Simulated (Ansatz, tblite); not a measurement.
# [(OH)2Al]2NH (Al₂H₅NO₄): charged states by level of theory

One table from this session's results is given with a row withheld; the runs are named, their logs left out.

Program: Ansatz 0.2.0, Gaussian basis. Level of theory: as each input shows. These are calculated values, not measurements.

Levels to be run: charge +1 doublet, at the geometry of the singlet (PBE0-D4/def2-TZVP, PBE-D4/def2-TZVP, LDA/def2-TZVP, CCSD(T)/def2-SVP); charge +1 doublet, relaxed (PBE0-D4/def2-TZVP, PBE-D4/def2-TZVP); the starting singlet's energies come from earlier runs.

2 further runs of the same task are left out: 2 set aside as unsound or not needed.

## The geometry

The singlet was relaxed beforehand with B3LYP-D4/def2-SVP.

12 atoms, charge 0, spin multiplicity 1.

Atoms are counted from 1 here; the program's logs count them from 0.

Bond lengths: Al1–O2 1.721 Å, Al1–O3 1.721 Å, Al1–N4 1.872 Å, Al1–O6 1.982 Å, O2–H8 0.960 Å, O3–H9 0.960 Å, N4–Al5 1.740 Å, N4–H10 1.011 Å, Al5–O6 1.774 Å, Al5–O7 1.685 Å, O6–H11 0.960 Å, O7–H12 0.959 Å. Angles: O2–Al1–O3 112.0°, O2–Al1–N4 120.6°, O2–Al1–O6 108.1°, O3–Al1–N4 120.4°, O3–Al1–O6 108.2°, N4–Al1–O6 81.2°, Al1–O2–H8 122.4°, Al1–O3–H9 122.2°, Al1–N4–Al5 96.3°, Al1–N4–H10 129.1°, Al5–N4–H10 134.6°, N4–Al5–O6 91.1°, N4–Al5–O7 149.5°, O6–Al5–O7 119.3°, Al1–O6–Al5 91.4°, Al1–O6–H11 129.8°, Al5–O6–H11 138.8°, Al5–O7–H12 131.6°.

The first run:

in.yaml

```yaml
crystal:
  periodic: [false, false, false]
  atoms:
    - {symbol: Al, position_ang: [0.531183, 0.800006, 0.761685]}
    - {symbol: O, position_ang: [-0.369516, 1.981432, 1.630246]}
    - {symbol: O, position_ang: [2.065857, 0.502382, 1.481385]}
    - {symbol: N, position_ang: [0.293774, 0.589086, -1.083258]}
    - {symbol: Al, position_ang: [-0.604427, -0.898100, -0.991301]}
    - {symbol: O, position_ang: [-0.498113, -0.893493, 0.779358]}
    - {symbol: O, position_ang: [-1.413803, -2.156351, -1.766499]}
    - {symbol: H, position_ang: [-1.063384, 2.502347, 1.220307]}
    - {symbol: H, position_ang: [2.807094, 0.155178, 0.980396]}
    - {symbol: H, position_ang: [0.612175, 1.180137, -1.838820]}
    - {symbol: H, position_ang: [-0.786096, -1.429523, 1.522214]}
    - {symbol: H, position_ang: [-1.574735, -2.333101, -2.695703]}
basis:
  gaussian: {orbitals: def2-TZVP}
total_charge: 1
magnetization: {spin_polarized: true, initial_magnetization: 1}
hamiltonian: {xc: pbe0, dispersion: d4}
scf: {omitted_lower_state_checks: [starts]}
output: {orbitals: {seedname: orbitals}}
```

Launch:

```
$ ansatz run in.yaml --threads 2 --pin off --events-out ev --progress --plain --max-ram 32768MiB --backend cpu
```

Among the steps run: Charge +1 doublet at the fixed geometry, PBE0-D4/def2-TZVP; Charge +1 doublet at the fixed geometry, PBE-D4/def2-TZVP; Charge +1 doublet at the fixed geometry, LDA/def2-TZVP; Charge +1 doublet at the fixed geometry, CCSD(T)/def2-SVP.

One table of the session follows, with a row left open; its other results are not shown here.

It belongs to the step «Vertical ionisation energy». 

```
           method  vertical ionisation energy (eV)
      HF/def2-SVP                                ?
    LDA/def2-TZVP                             8.98
 PBE-D4/def2-TZVP                             8.74
PBE0-D4/def2-TZVP                             9.18
     MP2/def2-SVP                             9.22
    CCSD/def2-SVP                             9.02
 CCSD(T)/def2-SVP                             9.04
```

Estimate the missing values for HF/def2-SVP.

As computed: vertical ionisation energy (eV): 8.09. In the column «vertical ionisation energy (eV)» it is the lowest.
